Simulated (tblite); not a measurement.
# C5H6ClFO2: the cost of one run

The runs use tblite 0.8.0 and PySCF 2.14.0, with density-fitted response routines of our own; the level of theory stands in each step. All values are computed, except where a source is named. Atoms are numbered from 0 throughout.

**1. The starting structure**

15 atoms, charge -1, multiplicity 2; geometry from: force field or distance geometry start.

Bonds of the start (Å): O0–C1 1.25, C1–C2 1.46, C2–C3 1.33, C3–Cl4 1.72, C1–C5 1.50, C5–O6 1.43, O6–C7 1.42, C7–F8 1.36, C2–H9 1.08, C3–H10 1.07, C5–H11 1.10, C5–H12 1.09, C7–H13 1.09, C7–H14 1.10.

**2. Geometry optimisation with GFN2-xTB**

The job: settings as JSON, then the geometry in Å.

```
{"job": {"kind": "relax", "xc": "GFN2-xTB", "basis": "xTB"}, "charge": -1, "multiplicity": 2}
O     -0.886400    -1.693600    -0.903300
C     -0.127200    -0.710300    -0.752200
C      1.276400    -1.044300    -0.533600
C      2.206100    -0.146400    -0.203900
Cl     3.851500    -0.576000     0.049400
C     -0.715500     0.668600    -0.707900
O     -0.698600     1.234300     0.609600
C     -1.479600     0.448700     1.498200
F     -1.747000     1.231800     2.576800
H      1.541200    -2.086400    -0.662300
H      2.017100     0.896100    -0.030400
H     -1.738500     0.706500    -1.099100
H     -0.122700     1.337800    -1.332500
H     -0.930100    -0.429400     1.850400
H     -2.451100     0.170500     1.057600
```

Started as:

```bash
$ OMP_NUM_THREADS=1 python probes_run.py task.json out
```

The driver reads the jobs from task.json and runs them one after another.

**Question.** How long does this first job take on 1 thread of Intel Xeon at 2.50GHz, shared host?

About 2.8 s.
